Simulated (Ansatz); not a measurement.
# AlF2HS: molecular dynamics

The plan is to follow the molecule's vibrations and see whether its bonds hold. The start is relaxed first. Runs: 500 steps of 0.5 fs under a Nosé-Hoover thermostat at 500 K. SMILES of the start: [F][Al]([F])[SH].

All numbers below are computed with Ansatz 0.2.0 (RKS PBE0-D4/6-31G).

**1. The system as given**

Bond lengths: F1–Al2 1.813 Å, Al2–F3 1.789 Å, Al2–S4 2.216 Å, S4–H5 1.360 Å. Angles: F1–Al2–F3 118.8°, F1–Al2–S4 122.2°, F3–Al2–S4 119.0°, Al2–S4–H5 95.9°.

As a file:

```xyz
5

F     0.7910    0.1609    2.0148
Al    0.2360   -0.4247    0.3908
F     1.0878   -1.8046   -0.3646
S    -1.4217    0.5483   -0.7110
H    -0.6432    1.4464   -1.3714
```

**2. Preparing the start**

The input, input.yaml:

```yaml
crystal:
  periodic: [false, false, false]
  atoms:
    - { symbol: F, position_ang: [0.791, 0.1609, 2.0148] }
    - { symbol: Al, position_ang: [0.236, -0.4247, 0.3908] }
    - { symbol: F, position_ang: [1.0878, -1.8046, -0.3646] }
    - { symbol: S, position_ang: [-1.4217, 0.5483, -0.711] }
    - { symbol: H, position_ang: [-0.6432, 1.4464, -1.3714] }
basis:
  gaussian: { orbitals: "6-31G" }
hamiltonian:
  xc: pbe0
  dispersion: d4
relax:
  f_tol: 0.02
  max_steps: 40
scf:
  lower_state_search: "off"
```

Command:

```console
$ ansatz run input.yaml --threads 1 --pin off --max-ram 2048MiB --backend cpu --events-out ev --progress --plain --runs-dir out
```

The runs that follow: The run.

**Question.** What will these runs give? Wanted: relaxation of the start; temperature, first and last step; temperature, second half; potential energy, second half; largest change of the conserved energy; bonds formed or broken.

As calculated:

```
                              quantity                          value
               relaxation of the start       12 moves, 0.492 eV lower
                                length            500 steps of 0.5 fs
      temperature, first and last step                  500 and 520 K
              temperature, second half  mean 500 K, from 291 to 903 K
         potential energy, second half    +41 meV/atom from the start
largest change of the conserved energy                  0.19 meV/atom
                bonds formed or broken                              0
```

In words: Against a set 500 K the second half averages 500 K with a spread of 113 K. A thermostat time of 3 fs is as short as the fastest vibrations or shorter, so the thermostat can drive swings of its own. The conserved energy strays from its start by at most 0.19 meV/atom, 0.5 % of the mean kinetic energy, which is good for a step of 0.5 fs. No bond forms or breaks. Averages from a run of 250 fs with 5 atoms are rough. The nuclei move classically, without zero-point motion, which matters most for hydrogen. In so small a basis the energies are only a sketch.
